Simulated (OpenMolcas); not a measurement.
**Pd²⁺ among point charges: CASSCF levels and susceptibility**

How does a field of 5 point charges split the states of Pd²⁺, and what χT follows?

The numbers are computed with OpenMolcas 26.06 (state-averaged CASSCF, spin-orbit coupling by RASSI with atomic mean-field integrals), except any that are marked as measured or tabulated.

1 further run of the same task is left out (it didn't finish).

## (1) The atom as given

| Property | Result |
| --- | --- |
| Species | Pd²⁺ (palladium, Z = 46, 44 electrons) |
| Basis | ANO-RCC-VDZP [6s5p3d1f], 43 functions |
| Scalar Hamiltonian | DKH2, point nucleus |
| Inactive shells | 1s 2s 2p 3s 3p 3d 4s 4p |
| Active space | 8 electrons in 5 orbitals (4d) |
| Some configurations of this space | 4d8 |
| Orbitals | optimised for each spin and parity, averaged over all roots |

Outer shells as boxes (Hund's rule):

4d8
```
4d [↑↓][↑↓][↑↓][↑ ][↑ ]
```

The ion sits among 5 point charges of -2 e arranged as a trigonal bipyramid (D3h), 2.08 Å from the ion, with the axial distance 1.789 Å. The active orbitals were held to one l.

Each step is its own input file, run in one work folder so that later steps find the files of earlier ones. Labels, J, g values, rates, χT and fits are worked out afterwards by a script from the matrices that RASSI stores.

## (2) One- and two-electron integrals

a.inp

```
&GATEWAY
Coord
1

Pd 0.0 0.0 0.0
Basis=ANO-RCC-VDZP
Group=NoSym
NoMove
AngMom=0.0 0.0 0.0
AMFI
XField
5 Angstrom 0
2.080000 0.000000 0.000000 -2.000000
-1.040000 1.801333 0.000000 -2.000000
-1.040000 -1.801333 0.000000 -2.000000
0.000000 0.000000 1.788800 -2.000000
0.000000 0.000000 -1.788800 -2.000000
&SEWARD
```

Started as:

```console
OMP_NUM_THREADS=1 MOLCAS_MEM=1689 MOLCAS_PROJECT=a pymolcas a.inp > a.log
```

## (3) CASSCF: triplets, 10 roots

a.inp

```
&RASSCF
FileOrb=start.orb
Symmetry=1
Spin=3
nActEl=8 0 0
Inactive=18
Ras2=5
CIRoot=10 10 1
SDav=10
CIMx=300
Iter=120 100
PrWF=0.3
OrbListing=Nothing
MaxOrb=0
SupSym
1
15 10 11 12 13 14 19 20 21 22 23 32 33 34 35 36
>>> COPY $Project.JobIph JOB001
```

start.orb holds the contracted functions of the basis, ordered by shell, or the orbitals of the step before.

## (4) Reference wave functions, singlets, 15 roots

a.inp

```
&RASSCF
FileOrb=start.orb
Symmetry=1
Spin=1
nActEl=8 0 0
Inactive=18
Ras2=5
CIRoot=15 15 1
SDav=15
CIMx=300
Iter=120 100
PrWF=0.3
OrbListing=Nothing
MaxOrb=0
SupSym
1
15 10 11 12 13 14 19 20 21 22 23 32 33 34 35 36
>>> COPY $Project.JobIph JOB002
```

## (5) RASSI: spin-orbit coupling between the states

a.inp

```
&RASSI
NrOfJobIphs=2 10 15
1 2 3 4 5 6 7 8 9 10
1 2 3 4 5 6 7 8 9 10 11 12 13 14 15
IphNames
JOB001
JOB002
EJob
SpinOrbit
DIPRint=1.0
SOCoupling=1000.0
Subsets=2
Property=9
'ANGMOM' 1 'ANGMOM' 2 'ANGMOM' 3 'MLTPL  1' 1 'MLTPL  1' 2 'MLTPL  1' 3
'AMFI' 1 'AMFI' 2 'AMFI' 3
SOProperty=3
'ANGMOM' 1 'ANGMOM' 2 'ANGMOM' 3
```

Q: Predict the outcome of this session. Wanted: spin-free ground state; first state of the same spin within the active space; lowest level; next level.

As calculated:

| quantity | value |
| --- | --- |
| method | CASSCF |
| spin-free ground state | 3E, 2-fold in its orbital part |
| first state of the same spin within the active space | 3E at 892 cm⁻¹ |
| lowest level | 2-fold, g = 0.00, 0.00, 7.99 |
| next level | 141.4 cm⁻¹ |
| χT at 300 K | 2.61 cm³ K/mol |
| effective moment at 300 K | 4.57 μB |

**Reading.** The spin-free ground state (3E) comes to 100 % from free-ion F terms and keeps the highest spin of the shell. χT at 300 K is 2.61, against 1.00 cm³ K/mol for the spin alone, so orbital moment adds to it. The field of point charges can differ much from that of real complexes. This is an electrostatic model: the charges have no orbitals.
